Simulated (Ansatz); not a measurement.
# GaC (sextet): wave-function methods side by side, cc-pVDZ

Aim: climb from Hartree-Fock through coupled cluster and multireference methods for GaC (sextet) at one geometry and basis, and see what each rung misses.

Computed with Ansatz 0.2.0, Gaussian basis. Level: cc-pVDZ, core rule «outside noble gas», up to 15 orbitals frozen.

Plan: UHF; CCSD(T) on ROHF; CCSD(T) on UHF; BCCD(T) on ROHF; CISD as a restricted active space (open shells left free, so some higher excitations enter); CCSDT(Q) on ROHF; CCSDT(Q) on UHF; CASSCF and MRCISD+Q, 7 electrons in 8 orbitals; CASSCF and MRCISD+Q(relaxed), 7 electrons in 8 orbitals; CASSCF and NEVPT2, 7 electrons in 8 orbitals; Full CI.

15 further runs of the same task are left out: 5 that didn't finish, 10 set aside as unsound or not needed. Runs told in other sessions of the task aren't counted.

### 1 The geometry

The geometry is a PBE0/def2-TZVP stationary point (not a proven minimum) of the parent state, kept for this charge and spin. No spin-orbit coupling is included. The filled d shell of Ga may be among the frozen orbitals whatever the setting's name suggests.

2 atoms, charge 0, spin multiplicity 6.

Atoms are counted from 1 here; the program's logs count them from 0.

Bond lengths: C1–Ga2 2.002 Å.

As a file:

```xyz
2
CGa
C     0.0000    0.0000    0.0000
Ga    0.0000    0.0000    2.0016
```

### 2 UHF

The input, in.yaml:

```yaml
crystal:
  periodic: [false, false, false]
  atoms:
    - {symbol: C, position_ang: [0.000000, 0.000000, 0.000000]}
    - {symbol: Ga, position_ang: [0.000000, 0.000000, 2.001600]}
basis:
  gaussian: {orbitals: cc-pVDZ}
magnetization: {spin_polarized: true, initial_magnetization: 5}
hamiltonian: {xc: hf}
output: {orbitals: {seedname: orbitals}}
```

Run with:

```bash
> ansatz run in.yaml --threads 1 --pin off --events-out ev --progress --plain --max-ram 2393MiB
```

After this run come: CCSD(T) on ROHF; CCSD(T) on UHF; BCCD(T) on ROHF; CISD as a restricted active space (open shells left free, so some higher excitations enter); CCSDT(Q) on ROHF; CCSDT(Q) on UHF; CASSCF and MRCISD+Q, 7 electrons in 8 orbitals; CASSCF and MRCISD+Q(relaxed), 7 electrons in 8 orbitals; CASSCF and NEVPT2, 7 electrons in 8 orbitals; Full CI.

**Question.** What will the summary of the whole plan be? Wanted: FCI from the RHF energy; RMP2 from FCI; UMP2 from FCI; RCCSD from FCI; RCCSD(T) from FCI; UCCSD(T) from FCI; RCCSDT(Q) from FCI; UCCSDT(Q) from FCI; NEVPT2 valence from FCI.

The runs gave:

```
                          quantity                                                                                                           value
           FCI from the ROHF energy                                                                                                      -2.7645 eV
                     RMP2 from FCI                                                                                                      +644.4 meV
                     UMP2 from FCI                                                                                                      +624.2 meV
                    RCCSD from FCI                                                                                                       +96.3 meV
                 RCCSD(T) from FCI                                                                                                       +23.7 meV
                 UCCSD(T) from FCI                                                                                                        +1.5 meV
                RCCSDT(Q) from FCI                                                                                                        -2.6 meV
                UCCSDT(Q) from FCI                                                                                                       -25.4 meV
           NEVPT2 valence from FCI                                                                                                      +483.6 meV
         MRCISD+Q valence from FCI                                                                                                       +10.8 meV
MRCISD+Q(relaxed) valence from FCI                                                                                                       -28.3 meV
 levels within 1 kcal/mol (43 meV)  RCCSD(T), UCCSD(T), BCCD(T), RCCSDT, UCCSDT, RCCSDT(Q), UCCSDT(Q), MRCISD+Q valence, MRCISD+Q(relaxed) valence
                     T1 diagnostic                                                                                                           0.028
    effectively unpaired electrons                                                                                                            5.02
```

**Reading.** RCCSD(T) misses by +23.7 meV, 0.9 % of the correlation energy. CCSD(T) misses by +23.7 meV on the restricted determinant and by +1.5 meV on the unrestricted one; the two need not hold the same state or core. UCCSDT, RCCSDT(Q), UCCSDT(Q), MRCISD+Q(relaxed) valence fall below full CI: unrestricted runs freeze a spin-polarised core, another one than full CI's, and coupled cluster isn't variational. One determinant dominates. Of the multireference levels listed MRCISD+Q valence comes nearest in total energy (+10.8 meV), which doesn't show that its space is the better one. These misses are within one basis, not against nature; the frozen cores of restricted and unrestricted runs differ, which can shift their rows.

Levels on UHF freeze UHF's core orbitals, full CI those of ROHF, so the U rows can settle a little off it for that reason alone.
